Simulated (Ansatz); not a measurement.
Runs of Ansatz 0.2.0 on TaV. Symmetry: Cmmm, No. 65, orthorhombic system. Conventional cell: a = 3.213 Å, b = 4.616 Å, c = 4.341 Å, α = 90.00°, β = 90.00°, γ = 90.00°. Ta (site symmetry mmm) is surrounded by 4 V at 2.70 Å and 4 Ta at 2.81 Å. V (site symmetry mmm) has 4 Ta at 2.70 Å and 4 V at 2.81 Å as nearest neighbours. The cell comes from a database or a generator and needn't be the stable form of this composition.

```tsv
task	potentials or basis	spin	cell	cutoff (eV)	pressure (GPa)	moment (μB)	relaxed volume (Å³/atom)
band structure	all-electron LAPW, scalar-relativistic	collinear, ferromagnetic start	as given	274	-12.7	0.00	-
relaxation of cell and atoms	all-electron LAPW, scalar-relativistic	collinear, ferromagnetic start	relaxed	-	0.0	0.00	15.00
relaxation of cell and atoms	all-electron LAPW, relativistic spinors	non-collinear, ferromagnetic start, SOC	relaxed	-	0.0	0.00	(a)
band structure	all-electron LAPW, relativistic spinors	non-collinear, ferromagnetic start, SOC	as given	275	-12.8	0.00	-
```

Alike in all rows: level LDA; k mesh 7 × 7 × 5; smearing fermi-dirac 0.05 eV; basis error allowed 0.001 eV/atom.

Task: Estimate the missing entries.

Result: (a) 14.99.

Caveats: the k mesh is thin for a metal, which can move the energy by tens of meV per atom; the starting moments weren't kept; the magnetic state may not be the lowest (some runs).
